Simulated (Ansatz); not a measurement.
**AlIr: how the settings move a single-point run**

How sensitive is a single-point run of AlIr to its settings? A reference run comes first, then one run with altered input.

Program: Ansatz 0.2.0. Level of theory: reference: DFT, LDA, PAW with Ansatz's default frozen-core files, scalar-relativistic. These are calculated values, not measurements.

## (1) Starting point

Symmetry: Pm-3m, No. 221, cubic system. The conventional cell has a = 2.995 Å, b = 2.995 Å, c = 2.995 Å, α = 90.00°, β = 90.00°, γ = 90.00°. Al (site symmetry m-3m) is surrounded by 8 Ir at 2.59 Å. Ir (site symmetry m-3m) is surrounded by 8 Al at 2.59 Å.

Structure file:

```
CELL_PARAMETERS angstrom
2.99455 0.00000 0.00000
0.00000 2.99455 0.00000
0.00000 0.00000 2.99455
ATOMIC_POSITIONS crystal
Al 0.00000 0.00000 0.00000
Ir 0.50000 0.50000 0.50000
```

## (2) The reference run

Input file input.yaml:

```yaml
crystal:
  lattice:
    - [2.99455485, 0.0, 0.0]
    - [0.0, 2.99455485, 0.0]
    - [0.0, 0.0, 2.99455485]
  atoms:
    - { symbol: Al, position: [0.0, 0.0, 0.0] }
    - { symbol: Ir, position: [0.5, 0.5, 0.5], spin: 0.4 }
magnetization:
  spin_polarized: true
  initial_magnetization: 0.4
  spin_locking: { lock_magnetization: hard }
kpoints:
  mp_grid: { grid: [11, 11, 11] }
scf:
  occupations: { method: fermi_dirac, width: 0.03 }
  lower_state_search: "off"
hamiltonian:
  xc: lda
  pseudopotentials: { kind: paw }
output:
  forces: true
  stress: true
  eigenvalues: true
```

Launch:

```console
$ ansatz run input.yaml --threads 1 --pin off --max-ram 3072MiB --backend cpu --events-out ev --progress --plain --runs-dir out
```

## (3) Variant: occupations.method cold, occupations.width 0.15, hubbard.sites [{species: Ir, l: d, u_eff: 1.0}], hubbard.double_counting amf

Edit input.yaml of step 2 so:

```diff
@@ -15,3 +15,3 @@
 scf:
-  occupations: { method: fermi_dirac, width: 0.03 }
+  occupations: { method: cold, width: 0.15 }
   lower_state_search: "off"
@@ -20,2 +20,3 @@
   pseudopotentials: { kind: paw }
+  hubbard: { sites: [{ species: Ir, l: d, u_eff: 1.0 }], double_counting: amf }
 output:
```

Before running it: what results should come out? Wanted: for each run, ending; energy change; pressure; abs. moment; force.

**Answer**, as computed:

```csv
run,ending,energy change,pressure (GPa),abs. moment (μB),force (eV/Å),cycles,time
reference,converged,0,-3.8,0.40,0.00,8,2.5 s
"1: occupations.method cold, occupations.width 0.15, hubbard.sites [{species: Ir, l: d, u_eff: 1.0}], hubbard.double_counting amf",converged,-9.5 meV/atom (σ→0) (U changed: no physical gain or loss),-3.9,0.40,0.00,9,6.2 s
```

Residual by cycle in the longest SCF loop of each run; runs are numbered as in the table. The quantity is the density residual dr2, in eV.

```csv
cycle,reference,run 1
1,0.288,0.288
2,0.192,0.192
3,0.0366,0.0297
4,0.00136,0.00322
5,2.8e-5,1.6e-4
6,1.4e-7,2.7e-6
7,4.2e-10,9.9e-9
8,7.2e-11,6.6e-11
9,-,5.8e-13
```

What this shows: Changing the smearing and Hubbard U moves the energy by -9.5 meV/atom (σ→0 values). The U term adds an energy of its own, so the shift says nothing about which run is better. Cost: 9 SCF cycles against 8, 6.2 s against 2.5 s. A changed U is a change of model: its shifts are not errors of convergence.
